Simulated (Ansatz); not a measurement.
# BrFSi: the cost of one run

All numbers are computed with Ansatz 0.2.0, driven from Python. Level of theory: PBE0/def2-SVP.

### 1 The system

Bond lengths: F1–Si2 1.610 Å, Si2–Br3 2.196 Å. Angles: F1–Si2–Br3 107.0°.

The script holds or builds the structure itself.

### 2 Script

relaxed_scan.py

```python
import warnings

import ansatz as az
from ase import Atoms
import numpy as np

BASIS = "def2-SVP"
FUNCTIONAL = "pbe0"

warnings.simplefilter("ignore", az.DeckWarning)

atoms = Atoms(["F", "Si", "Br"], positions=[
    (0.3277, 1.3686, 0.3194),
    (-0.647, 0.2597, -0.323),
    (0.3083, -1.6931, -0.0097),
])
system = az.Crystal.molecule_from_ase(atoms)

calculation = (
    system.calculation()
    .basis(gaussian=BASIS)
    .functional(FUNCTIONAL)
)
symbols = [site.symbol for site in system.cartesian_sites]
pairs = [(0, 1), (1, 2)]
print("held (A)   E (eV)        ", "  ".join(f"{symbols[i]}{i}-{symbols[j]}{j}" for i, j in pairs))
for length in [1.48, 1.61, 1.74, 1.93, 2.17]:
    data = calculation.relax(constraints=[az.DistanceConstraint((0, 1), at=length)], force_tolerance=0.02, max_steps=60).run().report
    xyz = np.array(data["positions_ang"])
    print(f"{length:6.2f} {data['free_energy_ev']:14.5f}  ", "  ".join(f"{np.linalg.norm(xyz[i] - xyz[j]):.3f}" for i, j in pairs))
```

### 3 What the engine is handed

The engine receives this input (first run):

```yaml
crystal:
  periodic: [false, false, false]
  atoms:
    - { symbol: F, position_ang: [0.3277, 1.3686, 0.3194] }
    - { symbol: Si, position_ang: [-0.647, 0.2597, -0.323] }
    - { symbol: Br, position_ang: [0.3083, -1.6931, -0.0097] }
basis:
  gaussian:
    orbitals: def2-SVP
hamiltonian:
  xc: pbe0
relax:
  f_tol: 0.02
  max_steps: 60
  constraints:
    - { distance: [0, 1], at: 1.48 }
```

### 4 The run

Started as:

```console
python relaxed_scan.py
```

**Question.** How long does this script take on 1 thread of Arm Neoverse V1, shared host, and how much memory does it need?

About 40 s, with a peak of 0.2 GiB.
